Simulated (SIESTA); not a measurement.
Input of a SIESTA 5.4.2 run:

The input KLaZrFeO6.fdf:

```
SystemName                      KLaZrFeO6
SystemLabel                     KLaZrFeO6
NumberOfSpecies                 5
NumberOfAtoms                   10
%block ChemicalSpeciesLabel
  1  57 La
  2  40 Zr
  3  26 Fe
  4  19 K
  5   8 O
%endblock ChemicalSpeciesLabel

LatticeConstant                 1.0 Ang
%block LatticeVectors
     0.0000000000     4.0363319000     4.0363319000
     4.0363319000     0.0000000000     4.0363319000
     4.0363319000     4.0363319000     0.0000000000
%endblock LatticeVectors
AtomicCoordinatesFormat         Fractional
%block AtomicCoordinatesAndAtomicSpecies
     0.2500000000     0.2500000000     0.2500000000  1  La
     0.5000000000     0.5000000000     0.5000000000  2  Zr
     0.0000000000     0.0000000000     0.0000000000  3  Fe
     0.7500000000     0.7500000000     0.7500000000  4  K
     0.7575525700     0.7575525700     0.2424474300  5  O
     0.2424474300     0.2424474300     0.7575525700  5  O
     0.7575525700     0.2424474300     0.7575525700  5  O
     0.2424474300     0.7575525700     0.2424474300  5  O
     0.2424474300     0.7575525700     0.7575525700  5  O
     0.7575525700     0.2424474300     0.2424474300  5  O
%endblock AtomicCoordinatesAndAtomicSpecies

%block kgrid.MonkhorstPack
    6   0   0  0.0
    0   6   0  0.0
    0   0   6  0.0
%endblock kgrid.MonkhorstPack
XC.Functional                   GGA
XC.Authors                      PBE
PAO.BasisSize                   DZP
PAO.EnergyShift                 0.003 Ry
Mesh.Cutoff                     800 Ry
Spin                            polarized
%block DM.InitSpin
    1   0.000
    2   0.000
    3   3.000
    4   0.000
    5   0.000
    6   0.000
    7   0.000
    8   0.000
    9   0.000
   10   0.000
%endblock DM.InitSpin
OccupationFunction              FD
ElectronicTemperature           0.05 eV
MaxSCFIterations                200
SCF.MustConverge                false
SCF.Mixer.Method                Pulay
SCF.Mixer.Weight                0.1
SCF.Mixer.History               10
SCF.DM.Tolerance                5.0e-05
SCF.H.Tolerance                 1.0e-03 eV
WriteForces                     true
Charge.Mulliken                 end
%block PAO.Basis
  La 5
  n=5 0 2
    4.181 0.000
  n=6 0 2
    9.500 0.000
  n=5 1 2
    4.927 0.000
  n=6 1 1
    9.500
  n=5 2 2
    8.496 0.000
  Zr 5
  n=4 0 2
    3.497 0.000
  n=5 0 2
    9.041 0.000
  n=4 1 2
    4.057 0.000
  n=5 1 1
    9.041
  n=4 2 2
    7.356 0.000
  Fe 5
  n=3 0 2
    2.625 0.000
  n=4 0 2
    7.565 0.000
  n=3 1 2
    2.937 0.000
  n=4 1 1
    7.565
  n=3 2 2
    4.859 0.000
  K 5
  n=3 0 2
    3.889 0.000
  n=4 0 2
    9.500 0.000
  n=3 1 2
    4.612 0.000
  n=4 1 1
    9.500
  n=3 2 1
    7.000
%endblock PAO.Basis
```

Potentials or basis: PseudoDojo 0.4 standard (PBE files), DZP (energy shift 0.003 Ry; two zetas on semicore shells; d shell added on K).

Launch:

```console
$ siesta < KLaZrFeO6.fdf > KLaZrFeO6.out 2>&1
```

Task: Predict the band gap on the k mesh.

Result: None (metal or under the smearing width).

Task: What does it give for the site moments?

Result: La -0.01; Zr -0.00; Fe +2.52; K -0.01; O +0.05 μB.

Forces on the atoms (eV/Å):
```
La   0.000  0.000  0.000
Zr   0.000  0.000  0.000
Fe   0.000  0.000  0.000
K    0.000  0.000  0.000
O    0.000  0.000  0.806
O    0.000  0.000 -0.806
O    0.000  0.806  0.000
O    0.000 -0.806  0.000
O    0.806  0.000  0.000
O   -0.806  0.000  0.000
```

Caveat: the basis of atomic orbitals isn't converged, which shifts pressures, moduli and gaps; a cell with one magnetic atom can't hold antiferromagnetic order, which such compounds often take; semilocal functionals often make such compounds metallic where correlation or magnetic order opens a gap, which also shifts bond lengths. With open d or f shells a metallic result of PBE can be an artefact of self-interaction; +U or a hybrid may open a gap.
